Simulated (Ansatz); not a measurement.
# Mo3N2: the cost of one run

Method: DFT PBE, scalar-relativistic, plane waves, PAW, in Ansatz 0.2.0.

### Step 1. Starting point

It takes space group P-3m1 (No. 164, trigonal). The conventional cell has a = 3.484 Å, b = 3.484 Å, c = 5.421 Å, α = 90.00°, β = 90.00°, γ = 120.00°. Mo (site symmetry -3m) is surrounded by 6 N at 2.41 Å. Around Mo (site symmetry 3m) lie 4 N at 2.10 to 2.17 Å. N (site symmetry 3m) is surrounded by 7 Mo at 2.10 to 2.41 Å.

As a file:

```
Mo N
1.0
     3.48416    0.00000    0.00000
    -1.74208    3.01737    0.00000
     0.00000    0.00000    5.42078
Mo N
3 2
Direct
  0.00000 0.00000 0.00000
  0.33333 0.66667 0.64500
  0.66667 0.33333 0.35500
  0.33333 0.66667 0.24500
  0.66667 0.33333 0.75500
```

(A quick probe on a coarse mesh, which set the mesh and smearing, is not shown.)

### Step 3. Coarse relaxation

File input.yaml:

```yaml
crystal:
  lattice:
    - [3.4841570488, 0.0, 0.0]
    - [-1.7420785244, 3.0173685151, 0.0]
    - [0.0, 0.0, 5.4207824135]
  atoms:
    - { symbol: Mo, position: [0.0, 0.0, 0.0] }
    - { symbol: Mo, position: [0.3333333333, 0.6666666667, 0.645] }
    - { symbol: Mo, position: [0.6666666667, 0.3333333333, 0.355] }
    - { symbol: "N", position: [0.3333333333, 0.6666666667, 0.245] }
    - { symbol: "N", position: [0.6666666667, 0.3333333333, 0.755] }
basis:
  ecutwfc: 420
kpoints:
  mp_grid: { grid: [6, 6, 4] }
hamiltonian:
  xc: pbe
scf:
  occupations: { method: gaussian, width: 0.1 }
  lower_state_search: "off"
output:
  forces: true
  stress: true
  eigenvalues: true
relax:
  adjacent_minimum: "off"
  f_tol: 0.04
  max_steps: 70
  cell: { stress_tol: 0.4 }
```

**Question.** How long does this run take on 1 thread of an Arm CPU, shared host, and how much memory does it need?

About 59 s, with a peak of 0.34 GiB.
